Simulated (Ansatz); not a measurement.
# Ta3Ru2: the cost of one run

Method: DFT PBEsol, scalar-relativistic, plane waves, PAW, in Ansatz 0.2.0.

1 further run of the same task is left out (set aside as unsound or not needed). Runs told in other sessions of the task aren't counted.

### Step 1. The system as given

Symmetry: P4/mmm, No. 123, tetragonal system. Conventional cell: a = 3.189 Å, b = 3.189 Å, c = 15.636 Å, α = 90.00°, β = 90.00°, γ = 90.00°. Ta (site symmetry 4mm) has 4 Ru at 2.78 Å and 10 Ta at 2.79 to 3.28 Å in its first shell of neighbours. Ta (site symmetry 4mm) has 8 Ru at 2.71 to 2.72 Å and 6 Ta at 3.05 to 3.19 Å in its first shell of neighbours. Ta (site symmetry 4/mmm) is surrounded by 8 Ru at 2.72 Å and 6 Ta at 3.05 to 3.19 Å. Around Ta (site symmetry 4/mmm) lie 12 Ta at 2.79 to 3.19 Å. Ru (site symmetry 4mm) is surrounded by 8 Ta at 2.71 to 2.78 Å and 1 Ru at 3.03 Å. Ru (site symmetry 4mm) is surrounded by 8 Ta at 2.72 Å and 6 Ru at 3.03 to 3.19 Å.

Structure file:

```
Ta Ru
1.0
     3.18895    0.00000    0.00000
     0.00000    3.18895    0.00000
     0.00000    0.00000   15.63590
Ta Ru
6 4
Direct
  0.00000 0.00000 0.89521
  0.00000 0.00000 0.10479
  0.00000 0.00000 0.30475
  0.00000 0.00000 0.50000
  0.00000 0.00000 0.69525
  0.50000 0.50000 0.00000
  0.50000 0.50000 0.20877
  0.50000 0.50000 0.40259
  0.50000 0.50000 0.59741
  0.50000 0.50000 0.79123
```

It goes back to an entry of the Materials Project, which need not be the stable form.

This cell was relaxed beforehand with the same method: volume 15.90 Å³/atom, gap on the mesh none (metal).

### Step 2. Zero of energy

The reference gives a free energy of -82107.6842 eV, pressure 0.03 GPa, largest force 0.016 eV/Å and gap on the mesh none (metal). It was computed beforehand with the settings of the runs below.

### Step 3. Setting up biaxial against axial strain

The cell is strained by p along both x and y and by q along z, with fractional coordinates fixed.

### Step 4. p = -0.030, q = -0.030

input.yaml

```yaml
crystal:
  lattice:
    - [3.0932811376, 0.0, 0.0]
    - [0.0, 3.0932811376, 0.0]
    - [0.0, 0.0, 15.1668261222]
  atoms:
    - { symbol: Ta, position: [0.0, 0.0, 0.8952061979] }
    - { symbol: Ta, position: [0.0, 0.0, 0.1047938021] }
    - { symbol: Ta, position: [0.0, 0.0, 0.304752422] }
    - { symbol: Ta, position: [0.0, 0.0, 0.5] }
    - { symbol: Ta, position: [0.0, 0.0, 0.695247578] }
    - { symbol: Ta, position: [0.5, 0.5, 0.0] }
    - { symbol: Ru, position: [0.5, 0.5, 0.2087687761] }
    - { symbol: Ru, position: [0.5, 0.5, 0.4025919502] }
    - { symbol: Ru, position: [0.5, 0.5, 0.5974080498] }
    - { symbol: Ru, position: [0.5, 0.5, 0.7912312239] }
basis:
  ecutwfc: 420
kpoints:
  mp_grid: { grid: [12, 12, 4] }
hamiltonian:
  xc: pbesol
scf:
  occupations: { method: gaussian, width: 0.15 }
output:
  forces: true
  stress: true
  eigenvalues: true
```

On the command line:

```
$ ansatz run input.yaml --threads 2 --pin off --max-ram 5120MiB --backend cpu --events-out ev --progress --plain --runs-dir out
```

**Question.** How long does this run take on 2 threads of Intel Xeon 6975P-C (Granite Rapids), shared host, and how much memory does it need?

About 12 s, with a peak of 1 GiB.
